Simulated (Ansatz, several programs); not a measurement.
Lu3AlAs4, ordered on the rocksalt lattice (Pm-3m) with 8 atoms a cell, relaxed with PBE in Ansatz (plane waves, PAW): space group Pm-3m (No. 221), cubic; conventional cell a = 5.645 Å, 22.48 Å³ an atom. Around Al lie 6 As at 2.82 Å; around As lie 6 Lu at 2.82 Å; around Lu lie 6 As at 2.82 Å; around As lie 4 Lu at 2.82 Å and 2 Al at 2.82 Å. The cell was then scaled with its shape and fractional coordinates held. The cell comes from a prototype generator: it can be a known phase or a hypothetical one. Spin polarisation is off.

```csv
V (Å³/atom),E (meV/atom)
21.133,19.64
22.482,0.00
23.156,4.42
23.831,16.61
```

Problem. Pass a cubic E = c₀ + c₁u + c₂u² + c₃u³, with u = V − 22.650 Å³, through these points.

Solution. c₀ = 0.31, c₁ = +3.453, c₂ = 9.603, c₃ = -0.7089 (meV and Å³).

Problem. Where is the minimum, and what bulk modulus follows?

Solution. dE/du = 0 at u = -0.176, so V₀ = 22.47 Å³. B = V₀ d²E/dV² = 22.47 × (2c₂ + 6c₃u) = 22.47 × 19.955 = 448 meV/Å³, and 1 meV/Å³ is 0.16022 GPa: 72 GPa. A third-order Birch-Murnaghan fit to all five points gives 22.48 Å³ and 71 GPa.

Problem. Predict the energy and the pressure at the withheld volume, 21.807 Å³.

Solution. With u = -0.843: E ≈ 4.65 meV and P = −dE/dV ≈ +2.28 GPa. The run gives 4.80 meV and, from its stress, +2.33 GPa.
